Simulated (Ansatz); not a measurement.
# LiGeH3: the cost of one run

Computed with Ansatz 0.2.0 (DFT PBE, scalar-relativistic, plane waves, PAW, unless a step's input says otherwise).

## (1) The starting structure

The structure is tetragonal, space group P4/mbm (No. 127). Conventional cell: a = 5.680 Å, b = 5.680 Å, c = 4.017 Å, α = 90.00°, β = 90.00°, γ = 90.00°. Li (site symmetry mmm) is surrounded by 12 H at 2.74 to 2.95 Å. Ge (site symmetry 4/m) is surrounded by 6 H at 2.01 Å. Around H (site symmetry m2m) lie 2 Ge at 2.01 Å and 2 Li at 2.74 Å. Around H (site symmetry 4/m) lie 2 Ge at 2.01 Å and 4 Li at 2.84 Å.

As a file:

```cif
data_structure
_symmetry_space_group_name_H-M 'P4/mbm'
_symmetry_Int_Tables_number 127
_cell_length_a 5.6803
_cell_length_b 5.6803
_cell_length_c 4.0166
_cell_angle_alpha 90.000
_cell_angle_beta 90.000
_cell_angle_gamma 90.000
_cell_volume 129.60
loop_
_atom_site_label
_atom_site_type_symbol
_atom_site_symmetry_multiplicity
_atom_site_Wyckoff_symbol
_atom_site_fract_x
_atom_site_fract_y
_atom_site_fract_z
_atom_site_occupancy
Li1 Li 2 c 0.00000 0.50000 0.50000 1
Ge1 Ge 2 a 0.50000 0.50000 0.00000 1
H1 H 4 g 0.76826 0.26826 0.00000 1
H2 H 2 b 0.50000 0.50000 0.50000 1
```

The cell is invented: perovskite family, tilts a0a0c+ (P4/mbm, No. 127). Its size is a rough estimate.

## (2) A first look at the guess

input.yaml reads:

```yaml
crystal:
  lattice:
    - [5.68026521, 0.0, 0.0]
    - [0.0, 5.68026521, 0.0]
    - [0.0, 0.0, 4.01655405]
  atoms:
    - { symbol: Li, position: [0.0, 0.5, 0.5] }
    - { symbol: Li, position: [0.5, 0.0, 0.5] }
    - { symbol: Ge, position: [0.5, 0.5, 0.0] }
    - { symbol: Ge, position: [0.0, 0.0, 0.0] }
    - { symbol: H, position: [0.76825798, 0.26825798, 0.0] }
    - { symbol: H, position: [0.73174202, 0.76825798, 0.0] }
    - { symbol: H, position: [0.5, 0.5, 0.5] }
    - { symbol: H, position: [0.23174202, 0.73174202, 0.0] }
    - { symbol: H, position: [0.26825798, 0.23174202, 0.0] }
    - { symbol: H, position: [0.0, 0.0, 0.5] }
basis:
  ecutwfc: 420
kpoints:
  mp_grid: { grid: [4, 4, 4] }
hamiltonian:
  xc: pbe
scf:
  occupations: { method: gaussian, width: 0.1 }
  lower_state_search: "off"
output:
  forces: true
  stress: true
  eigenvalues: true
```

Command:

```
ansatz run input.yaml --threads 1 --pin off --max-ram 2048MiB --backend cpu --events-out ev --progress --plain --runs-dir out
```

What time and memory should one allow on 1 thread of Arm Neoverse V1, shared host?

About 4.3 s, with a peak of 0.37 GiB.
